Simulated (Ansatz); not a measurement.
**C2H3ClO2Zr: relaxing the structure**

What shape does C2H3ClO2Zr take? The plan is to relax it, and look at its orbitals and charge.

The runs use Ansatz 0.2.0, Gaussian basis; RKS PBE0-D4/def2-TZVP.

Levels to be run: relaxation at PBE0-D4/def2-TZVP; a single point in def2-TZVPP for the fields.

2 further runs of the same task are left out: 1 for a known fault of the program, 1 set aside as unsound or not needed.

## (1) The starting structure

SMILES `C#[C][Zr]([OH])([OH])[Cl]`, 9 atoms, charge 0, spin multiplicity 1.

Atoms are counted from 1 here; the program's logs count them from 0.

Bond lengths: C1–C2 1.210 Å, C1–H7 1.059 Å, C2–Zr3 2.193 Å, Zr3–O4 1.869 Å, Zr3–O5 1.869 Å, Zr3–Cl6 2.292 Å, O4–H8 0.963 Å, O5–H9 0.964 Å. Angles: C2–C1–H7 179.9°, C1–C2–Zr3 178.8°, C2–Zr3–O4 108.3°, C2–Zr3–O5 108.9°, C2–Zr3–Cl6 107.2°, O4–Zr3–O5 107.4°, O4–Zr3–Cl6 112.7°, O5–Zr3–Cl6 112.2°, Zr3–O4–H8 137.0°, Zr3–O5–H9 136.2°.

Geometry (Å):

```xyz
9

C     2.3439   -0.3599   -1.2635
C     1.2714   -0.0747   -0.7818
Zr   -0.6796    0.4726    0.0559
O    -1.8329   -0.9846   -0.1390
O    -0.4837    0.7885    1.8881
Cl   -1.4030    2.3320   -1.0719
H     3.2823   -0.6072   -1.6862
H    -1.9896   -1.8238    0.3068
H    -0.5088    0.2570    2.6917
```

The start is a GFN2-xTB geometry. Zr takes the def2 core potential; no spin-orbit term is included.

## (2) Relaxation at PBE0-D4/def2-TZVP

File in.yaml:

```yaml
crystal:
  periodic: [false, false, false]
  atoms:
    - {symbol: C, position_ang: [2.343850, -0.359890, -1.263550]}
    - {symbol: C, position_ang: [1.271440, -0.074680, -0.781800]}
    - {symbol: Zr, position_ang: [-0.679560, 0.472610, 0.055950]}
    - {symbol: O, position_ang: [-1.832850, -0.984630, -0.138990]}
    - {symbol: O, position_ang: [-0.483710, 0.788530, 1.888070]}
    - {symbol: Cl, position_ang: [-1.403030, 2.332010, -1.071930]}
    - {symbol: H, position_ang: [3.282280, -0.607160, -1.686220]}
    - {symbol: H, position_ang: [-1.989620, -1.823770, 0.306790]}
    - {symbol: H, position_ang: [-0.508780, 0.256980, 2.691680]}
basis:
  gaussian: {orbitals: def2-TZVP}
hamiltonian: {xc: pbe0, dispersion: d4}
relax: {f_tol: 0.005, max_steps: 150}
```

The run is started by

```bash
ansatz run in.yaml --threads 2 --pin off --events-out ev --progress --plain --max-ram 32768MiB --backend cuda --devices 0, --max-vram 18GiB
```

Further steps of the session: A single point for the fields.

**Question.** What will the summary of the whole plan be? Wanted: point group; shift from the start; total energy; dispersion term; dipole moment; HOMO, LUMO.

As calculated:

| quantity | value |
| --- | --- |
| point group | Cs |
| steps | 13 |
| shift from the start (rms) | 0.302 Å |
| total energy | -20016.0943 eV |
| dispersion term | -195 meV |
| dipole moment | 3.37 D |
| HOMO, LUMO | -8.01, -1.57 eV |

The relaxed geometry lies 0.30 Å (rms) from the start; the bond that changed most is Zr3–Cl6, from 2.292 to 2.362 Å. No vibrations were run, so it is not proven to be a minimum. The largest Mulliken charge, +1.68 e, sits on Zr3. The HOMO lies mostly on C1, C2 about 45 % each and the LUMO on Zr3 52 %; C1, C2 about 13 % each.
